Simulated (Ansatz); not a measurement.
Relaxation of a periodic cell of 17 atoms, CuSi₁₆ (host Si, host structure diamond, interstitial Cu), to a largest force component of 0.03 eV/Å in at most 60 steps.

The calculation used Ansatz, DFT PBE, scalar-relativistic, plane waves, PAW. Settings: cutoff 420 eV, k mesh 2x2x2, gaussian smearing 0.02 eV, spin collinear.

```xyz
17
Lattice="0.0000 5.4300 5.4300 5.4300 0.0000 5.4300 5.4300 5.4300 0.0000" Properties=species:S:1:pos:R:3
Si 0.000 0.000 0.000
Si 1.357 1.357 1.357
Si 2.715 2.715 0.000
Si 4.072 4.072 1.357
Si 2.715 0.000 2.715
Si 4.072 1.357 4.072
Si 5.430 2.715 2.715
Si 6.787 4.072 4.072
Si 0.000 2.715 2.715
Si 1.357 4.072 4.072
Si 2.715 5.430 2.715
Si 4.072 6.787 4.072
Si 2.715 2.715 5.430
Si 4.072 4.072 6.787
Si 5.430 5.430 5.430
Si 6.787 6.787 6.787
Cu 6.074 6.114 8.870
```

Task: Where does it end, and by what steps?

Result: The forces met the threshold. Limits of this set-up: coarse k mesh, a small cell, in which the defect meets its images, a typed lattice constant that wasn't relaxed here. After 4 steps the energy has fallen by 0.511 eV; Si4 moved furthest, 0.21 Å.

| step | energy less start (eV) | largest force component (eV/Å) | accepted |
| --- | --- | --- | --- |
| 0 | 0.0000 | 1.957 | yes |
| 1 | -0.3866 | 0.805 | yes |
| 2 | -0.5019 | 0.119 | yes |
| 3 | -0.5097 | 0.045 | yes |
| 4 | -0.5105 | 0.012 | yes |

```xyz
17
Lattice="0.0000 5.4300 5.4300 5.4300 0.0000 5.4300 5.4300 5.4300 0.0000" Properties=species:S:1:pos:R:3
Si -0.059 -0.057 0.078
Si 1.315 1.318 1.372
Si 2.602 2.605 -0.108
Si 3.947 3.949 1.236
Si 2.702 0.039 2.757
Si 3.996 1.414 4.131
Si 5.371 2.791 2.661
Si 6.745 4.084 4.035
Si 0.037 2.704 2.757
Si 1.411 3.998 4.131
Si 2.789 5.373 2.661
Si 4.082 6.748 4.035
Si 2.835 2.838 5.555
Si 4.179 4.181 6.899
Si 5.467 5.469 5.422
Si 6.841 6.844 6.715
Cu 6.113 6.116 8.833
```

Whether the end is a true minimum wasn't checked by a vibrational analysis.

Time of the run: 46 s on 2 threads of Intel(R) Xeon(R) Platinum 8488C (Sapphire Rapids), with other jobs on the host, peak memory 0.84 GiB.
